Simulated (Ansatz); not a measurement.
# NbRu: response to strain

NbRu is deformed so: equal xx and yy strain of -1 %. What stress and forces result, by LAPW, PAW and all-electron datasets made for the crystal?

Computed with Ansatz 0.2.0 (DFT PBEsol, scalar-relativistic, unless a step's input says otherwise).

## (1) Starting point

It takes space group Pm-3m (No. 221, cubic). The conventional cell has a = 3.184 Å, b = 3.184 Å, c = 3.184 Å, α = 90.00°, β = 90.00°, γ = 90.00°. Nb (site symmetry m-3m) is surrounded by 8 Ru at 2.76 Å. Around Ru (site symmetry m-3m) lie 8 Nb at 2.76 Å.

Coordinates:

```xyz
2
Lattice="3.1840 0.0000 0.0000 0.0000 3.1840 0.0000 0.0000 0.0000 3.1840" Properties=species:S:1:pos:R:3 pbc="T T T"
Nb    0.0000    0.0000    0.0000
Ru    1.5920    1.5920    1.5920
```

Atoms are numbered in the order of the input: Nb1, Ru2.

## (2) After the deformation

Space group Pm-3m before, P4/mmm after.

## (3) All-electron LAPW

input.yaml

```yaml
crystal:
  lattice:
    - [3.15216, 0.0, 0.0]
    - [0.0, 3.15216, 0.0]
    - [0.0, 0.0, 3.184]
  atoms:
    - { symbol: Nb, position: [0.0, 0.0, 0.0] }
    - { symbol: Ru, position: [0.5, 0.5, 0.5] }
kpoints:
  mp_grid: { grid: [11, 11, 11] }
  band_path:
    path:
      - [0.0, 0.0, 0.0]
      - [0.0, 0.5, 0.0]
      - [0.5, 0.5, 0.0]
      - [0.0, 0.0, 0.0]
      - [0.0, 0.0, 0.5]
      - [0.0, 0.5, 0.5]
      - [0.5, 0.5, 0.5]
      - [0.0, 0.0, 0.5]
      - [0.0, 0.5, 0.0]
    npoints: 5
scf:
  occupations: { method: fermi_dirac, width: 0.03 }
hamiltonian:
  xc: pbesol
  pseudopotentials: { kind: all_electron, lapw: { basis_error: 0.00025 } }
output:
  forces: true
  stress: true
  eigenvalues: true
```

On the command line:

```sh
ansatz run input.yaml --threads 1 --pin off --max-ram 3072MiB --backend cpu --events-out ev --progress --plain --runs-dir out
```

## (4) PAW on the default files

input.yaml

```yaml
crystal:
  lattice:
    - [3.15216, 0.0, 0.0]
    - [0.0, 3.15216, 0.0]
    - [0.0, 0.0, 3.184]
  atoms:
    - { symbol: Nb, position: [0.0, 0.0, 0.0] }
    - { symbol: Ru, position: [0.5, 0.5, 0.5] }
kpoints:
  mp_grid: { grid: [11, 11, 11] }
scf:
  occupations: { method: fermi_dirac, width: 0.03 }
hamiltonian:
  xc: pbesol
  pseudopotentials: { kind: paw }
output:
  forces: true
  stress: true
  eigenvalues: true
  efg: { contact_densities: true }
```

## (5) All-electron PAW on datasets made for the crystal

input.yaml, as its differences from that of step 4:

```diff
@@ -14,3 +14,3 @@
   xc: pbesol
-  pseudopotentials: { kind: paw }
+  pseudopotentials: { kind: all_electron, datasets: crystal }
 output:
```

(Steps that only read results are left out.)

**Question.** What will these runs give? Wanted: pressure; largest shear or deviatoric stress.

As calculated:

| quantity | value |
| --- | --- |
| pressure | LAPW -5.51, PAW -5.49, crystal datasets -5.51 GPa |
| largest shear or deviatoric stress (LAPW) | 0.46 GPa |

What this shows: The largest part of the stress beyond the pressure is 0.46 GPa in size, in the zz component; the atoms are carried along and not relaxed. No run of the undeformed cell stands beside it, so the pressure holds what the given cell had before the change. PAW: stress within 0.02 GPa of LAPW. Crystal datasets: stress within 0.01 GPa of LAPW.
